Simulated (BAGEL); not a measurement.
# HF/6-31G(d) (density fitting with qzvpp-jkfit, spherical functions) run of C2H6SSi (SMILES C[Si]SC)

What is the energy change on altering one bond length of C2H6SSi at HF/6-31G* (density fitting with qzvpp-jkfit, spherical functions)? 

Program for the calculation: BAGEL 1.2.2.

24 further runs of the same task are left out: 24 set aside as unsound or not needed.

## Step 1: The structure to begin with

C2H6SSi has 10 atoms, charge 0, and is taken as a singlet. As SMILES, `C[Si]SC`. The coordinates come from a PBE0-D4/def2-TZVP relaxation. This is one conformer, not always the lowest.

Bond lengths: C1–Si2 1.902 Å, Si2–S3 2.120 Å, S3–C4 1.813 Å, C1–H5 1.096 Å, C1–H6 1.095 Å, C1–H7 1.092 Å, C4–H8 1.089 Å, C4–H9 1.089 Å, C4–H10 1.090 Å. Some angles: C1–Si2–S3 101.6°, Si2–S3–C4 111.5°, Si2–C1–H5 111.4°, Si2–C1–H6 111.6°, Si2–C1–H7 110.2°, S3–C4–H8 110.9°, S3–C4–H9 110.8°, S3–C4–H10 107.2°, H5–C1–H6 107.2°, H5–C1–H7 108.1°.

## Step 2: A single-point energy at HF/6-31G(d) (density fitting with qzvpp-jkfit, spherical functions)

The input, input.json:

```json
{ "bagel": [

{
  "title": "molecule",
  "basis": "6-31gs.json",
  "df_basis": "qzvpp-jkfit",
  "angstrom": true,
  "geometry": [
    { "atom": "C", "xyz": [      -0.474500,       1.498000,       0.212000 ] },
    { "atom": "Si", "xyz": [      -1.532200,       0.664600,      -1.131800 ] },
    { "atom": "S", "xyz": [      -0.684600,      -1.277500,      -1.197000 ] },
    { "atom": "C", "xyz": [       0.678400,      -1.448200,      -0.013100 ] },
    { "atom": "H", "xyz": [      -0.563800,       0.976000,       1.171000 ] },
    { "atom": "H", "xyz": [       0.587400,       1.503400,      -0.056300 ] },
    { "atom": "H", "xyz": [      -0.795200,       2.531900,       0.356400 ] },
    { "atom": "H", "xyz": [       0.331700,      -1.277900,       1.005200 ] },
    { "atom": "H", "xyz": [       1.483700,      -0.753100,      -0.246400 ] },
    { "atom": "H", "xyz": [       1.052300,      -2.468400,      -0.097000 ] }
  ]
},

{
  "title": "hf"
},

{
  "title": "print",
  "file": "orbitals.molden",
  "orbitals": true
}

]}
```

The basis set 6-31G* is read from a file made from the Basis Set Exchange's data (not shown).

Run with:

```console
$ BAGEL_NUM_THREADS=1 BAGEL input.json > input.out
```

The program printed:

```text
* using 1 threads per process

  ===============================================================
  ===============================================================

  *** Geometry ***

  { "atom" : "C", "xyz" : [     -0.896675,      2.830810,      0.400622 ] },
  { "atom" : "Si", "xyz" : [     -2.895438,      1.255912,     -2.138792 ] },
  { "atom" : "S", "xyz" : [     -1.293707,     -2.414125,     -2.262002 ] },
  { "atom" : "C", "xyz" : [      1.281990,     -2.736701,     -0.024755 ] },
  { "atom" : "H", "xyz" : [     -1.065428,      1.844373,      2.212869 ] },
  { "atom" : "H", "xyz" : [      1.110025,      2.841014,     -0.106392 ] },
  { "atom" : "H", "xyz" : [     -1.502710,      4.784598,      0.673498 ] },
  { "atom" : "H", "xyz" : [      0.626822,     -2.414881,      1.899553 ] },
  { "atom" : "H", "xyz" : [      2.803787,     -1.423153,     -0.465629 ] },
  { "atom" : "H", "xyz" : [      1.988559,     -4.664600,     -0.183303 ] },

  Number of auxiliary basis functions:      514

  Since a DF basis is specified, we compute 2- and 3-index integrals:
    o Being stored without compression. Storage requirement is 0.024 GB

  Number of basis functions:       76
  Number of electrons      :       48

    * METHOD: MOLECULE                             0.27

  *** RHF ***

  === Nuclear Repulsion ===
   202.3354836625

      * DIIS with orbital gradients will be used.

  === RHF iteration (6-31gs.json) ===
      0       -765.53724623          0.01273067           0.06
      1       -765.62367948          0.00523958           0.06
      2       -765.63811176          0.00141275           0.06
      3       -765.63972599          0.00022768           0.06
      4       -765.63978791          0.00008476           0.06
      5       -765.63979872          0.00002613           0.06
      6       -765.63980014          0.00000962           0.06
      7       -765.63980033          0.00000329           0.06
      8       -765.63980036          0.00000090           0.06
      9       -765.63980036          0.00000027           0.06
     10       -765.63980036          0.00000009           0.06
     11       -765.63980036          0.00000003           0.06
     12       -765.63980036          0.00000001           0.06
     13       -765.63980036          0.00000000           0.06
    * SCF iteration converged.

    * Permanent dipole moment:
           (   -0.753783,    -0.351460,    -0.849867) a.u.

    * METHOD: HF                                   1.02

    * METHOD: PRINT                                0.02

  ===============================================================
```

It took 1.5 s on 1 thread of Arm Neoverse V1, shared host; peak memory 0.12 GiB.

## Step 3: The distorted shape

The input, hf.json:

```json
{ "bagel" : [

{
  "title" : "molecule",
  "basis" : "6-31gs.json",
  "df_basis" : "qzvpp-jkfit",
  "angstrom" : true,
  "geometry" : [
    { "atom" : "C", "xyz" : [   -0.773611,    2.314135,    0.279118 ] },
    { "atom" : "Si", "xyz" : [   -1.831311,    1.480735,   -1.064682 ] },
    { "atom" : "S", "xyz" : [   -0.983711,   -0.461365,   -1.129882 ] },
    { "atom" : "C", "xyz" : [    0.379289,   -0.632065,    0.054018 ] },
    { "atom" : "H", "xyz" : [   -0.862911,    1.792135,    1.238118 ] },
    { "atom" : "H", "xyz" : [    0.288289,    2.319535,    0.010818 ] },
    { "atom" : "H", "xyz" : [   -1.094311,    3.348035,    0.423518 ] },
    { "atom" : "H", "xyz" : [    0.032589,   -0.461765,    1.072318 ] },
    { "atom" : "H", "xyz" : [    1.184589,    0.063035,   -0.179282 ] },
    { "atom" : "H", "xyz" : [    1.052300,   -2.468400,   -0.097000 ] }
  ]
},
{ "title" : "hf" },
{ "title" : "print", "file" : "orbitals.molden", "orbitals" : true }

]}
```

The basis set 6-31G* is read from a file made from the Basis Set Exchange's data (not shown).

Run with:

```console
$ BAGEL_NUM_THREADS=1 BAGEL hf.json > hf.out
```

The program printed:

```text
* using 1 threads per process

  ===============================================================
  ===============================================================

  *** Geometry ***

  { "atom" : "C", "xyz" : [     -1.461913,      4.373081,      0.527457 ] },
  { "atom" : "Si", "xyz" : [     -3.460676,      2.798184,     -2.011957 ] },
  { "atom" : "S", "xyz" : [     -1.858944,     -0.871853,     -2.135168 ] },
  { "atom" : "C", "xyz" : [      0.716752,     -1.194430,      0.102079 ] },
  { "atom" : "H", "xyz" : [     -1.630665,      3.386644,      2.339704 ] },
  { "atom" : "H", "xyz" : [      0.544787,      4.383286,      0.020443 ] },
  { "atom" : "H", "xyz" : [     -2.067948,      6.326869,      0.800333 ] },
  { "atom" : "H", "xyz" : [      0.061584,     -0.872609,      2.026387 ] },
  { "atom" : "H", "xyz" : [      2.238549,      0.119119,     -0.338794 ] },
  { "atom" : "H", "xyz" : [      1.988559,     -4.664600,     -0.183303 ] },

  Number of auxiliary basis functions:      514

  Since a DF basis is specified, we compute 2- and 3-index integrals:
    o Being stored without compression. Storage requirement is 0.024 GB

  Number of basis functions:       76
  Number of electrons      :       48

    * METHOD: MOLECULE                             0.27

  *** RHF ***

  === Nuclear Repulsion ===
   199.6154271003

      * DIIS with orbital gradients will be used.

  === RHF iteration (6-31gs.json) ===
      0       -765.38481687          0.01242300           0.06
      1       -765.47230777          0.00565484           0.06
      2       -765.48928896          0.00170180           0.06
      3       -765.49168344          0.00051806           0.06
      4       -765.49190350          0.00015714           0.06
      5       -765.49193925          0.00004166           0.06
      6       -765.49194251          0.00001599           0.06
      7       -765.49194289          0.00000536           0.06
      8       -765.49194295          0.00000155           0.06
      9       -765.49194296          0.00000054           0.06
     10       -765.49194296          0.00000026           0.06
     11       -765.49194296          0.00000010           0.06
     12       -765.49194296          0.00000003           0.06
     13       -765.49194296          0.00000001           0.06
     14       -765.49194296          0.00000000           0.06
    * SCF iteration converged.

    * Permanent dipole moment:
           (   -0.462676,    -0.842768,    -0.790396) a.u.

    * METHOD: HF                                   1.06

    * METHOD: PRINT                                0.02

  ===============================================================
```

Wall time 1.5 s (1 thread of Arm Neoverse V1, shared host); peak memory 0.12 GiB.

## Step 4: Summary of results

Level: HF/6-31G* (density fitting with qzvpp-jkfit, spherical functions).

| quantity | value |
| --- | --- |
| first shape: total energy | -765.63980 Eh |
| first shape: dipole moment | 3.02 D |
| first shape: HOMO energy | -8.73 eV |
| first shape: LUMO energy | 1.17 eV |
| first shape: HOMO–LUMO gap | 9.90 eV |
| distorted shape: total energy | -765.49194 Eh |
| distorted shape: dipole moment | 3.16 D |
| distorted shape: HOMO energy | -8.80 eV |
| distorted shape: LUMO energy | 0.96 eV |
| distorted shape: HOMO–LUMO gap | 9.76 eV |
| energy change with the C4–H10 bond stretched from 1.090 to 1.962 Å | 4.023 eV |

What this shows: One bond (distorted shape) is far stretched, which a spin-restricted single reference describes badly; a broken-symmetry solution may lie lower. With the C4–H10 bond stretched from 1.090 to 1.962 Å the energy rises by 4.02 eV (93 kcal/mol). The first shape isn't relaxed at this level, so the change isn't measured from a minimum. A restricted reference can't describe the breaking bond well at this length.
